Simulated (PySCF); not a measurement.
**A gas-phase reaction: C2H6Cd + H2 → CH4Cd + CH4**

Wanted: the reaction energy for `[CH3][Cd][CH3]` + `[H][H]` → `[CH3][CdH]` + `C`.

Computed with PySCF 2.14.0; each step states its level. No surroundings beyond the atoms listed, unless a continuum is named. Atoms count from 0, parts from 1.

## 1. Starting point

Each species was relaxed by itself at PBE0-D3(BJ)/def2-SVPD.

## 2. Reaction energy: wB97M-D3(BJ)/def2-TZVPD

Job settings and geometry (Å):

```
{"job": {"kind": "react", "xc": "wB97M-D3(BJ)", "basis": "def2-TZVPD"}, "charge": 0, "multiplicity": 1}
-1 C2H6Cd charge 0 multiplicity 1
C      1.947030     0.404660     0.716780
Cd    -0.000430     0.001130     0.000600
C     -1.946740    -0.404240    -0.717560
H      2.275760     1.413380     0.424520
H      2.675420    -0.315350     0.314370
H      1.987350     0.344210     1.814850
H     -2.704620     0.150280    -0.143670
H     -2.050570    -0.118120    -1.774930
H     -2.183240    -1.475930    -0.634950

-1 H2 charge 0 multiplicity 1
H      0.380090    -0.000090     0.012670
H     -0.380090     0.000090    -0.012670

+1 CH4Cd charge 0 multiplicity 1
C     -0.470870     0.625160    -0.077080
Cd     0.794700    -1.056400     0.130140
H      0.110810     1.535010    -0.289120
H     -1.048470     0.802800     0.842640
H     -1.186230     0.484070    -0.901320
H      1.800060    -2.390640     0.294750

+1 CH4 charge 0 multiplicity 1
C      0.001080    -0.000300     0.001690
H     -0.705100    -0.811910    -0.212720
H     -0.381540     0.937910    -0.418720
H      0.117310     0.106010     1.087310
H      0.973650    -0.233210    -0.449120
```

Method: wB97M-D3(BJ)/def2-TZVPD reaction energy of separated species, gas phase.

On the command line:

```sh
OMP_NUM_THREADS=1 python cluster_run.py task.json out
```

One launch serves the whole session: the jobs run in the order shown.

**Question.** The jobs that follow are: PBE0-D3(BJ)/def2-TZVPD reaction energy of separated species, gas phase; MP2/def2-TZVPD reaction energy of separated species, gas phase. Predict: reaction energy (wB97M-D3(BJ)/def2-TZVPD); ΔH, ΔG at 298 K (xTB thermal terms). Thermal terms come from harmonic xTB runs on each species.

**Answer**, as computed:

```
                                                quantity                     value
               reaction energy (wB97M-D3(BJ)/def2-TZVPD)           -13.73 kcal/mol
                     ΔH, ΔG at 298 K (xTB thermal terms)     -10.0, -11.9 kcal/mol
range of the reaction energy over the runs of this table  -13.73 to -7.46 kcal/mol
```

The reaction is exothermic by 10.0 kcal/mol in the gas phase; dispersion gives +0.54, and xTB itself gave -37.97 for the electronic energy (xTB energies and thermal terms come from the earlier relaxation of each species, not shown). No barrier was sought. xTB and this level differ widely in the electronic energy, so what comes from xTB (the thermal terms above all) is less safe here. The reaction energy runs from -13.73 (wB97M-D3(BJ)/def2-TZVPD) to -7.46 kcal/mol (MP2/def2-TZVPD).
